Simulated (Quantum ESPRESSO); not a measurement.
RuAu under changes of volume

One of the cells (15.849 Å³/atom); the others are scaled copies at fixed shape and fractional positions:

```
CELL_PARAMETERS angstrom
3.16481 0.00000 0.00000
0.00000 3.16481 0.00000
0.00000 0.00000 3.16481
ATOMIC_POSITIONS crystal
Ru 0.00000 0.00000 0.00000
Au 0.50000 0.50000 0.50000
```

The cell was built by a generator and needn't be a form met in nature.

```yaml
Program: Quantum ESPRESSO 7.5
Functional: PBE
Potentials_or_basis: SSSP 1.3 efficiency PBE
Cutoff: 816 eV
Density_cutoff: 3265 eV
k_mesh: 8 × 8 × 8
Occupations: fermi-dirac, width 0.05 eV
Spin: no spin polarisation
```

```tsv
volume (Å³/atom)	energy over the lowest point (meV/atom)	pressure (GPa)
14.898	?	?
15.215	17.04	9.2
15.532	3.84	4.2
15.849	0.00	-0.3
16.166	4.41	-4.2
16.483	16.08	-7.6
16.800	34.16	-10.6
```

Q: What does the run at 14.898 Å³/atom give?

A: Energy over the lowest point 40.83 meV/atom; pressure 14.9 GPa.

Worked out: A Birch-Murnaghan fit of order 3 (a polynomial in V^(-2/3)) to the other rows has its minimum at 15.83 Å³/atom with B0 = V·E''(V) = 209 GPa and B' = 5.3. It gives 40.85 meV/atom at 14.898 Å³/atom, against the run's 40.83, and -dE/dV = 15.0 GPa, against 14.9.

Energies are extrapolated to zero smearing.
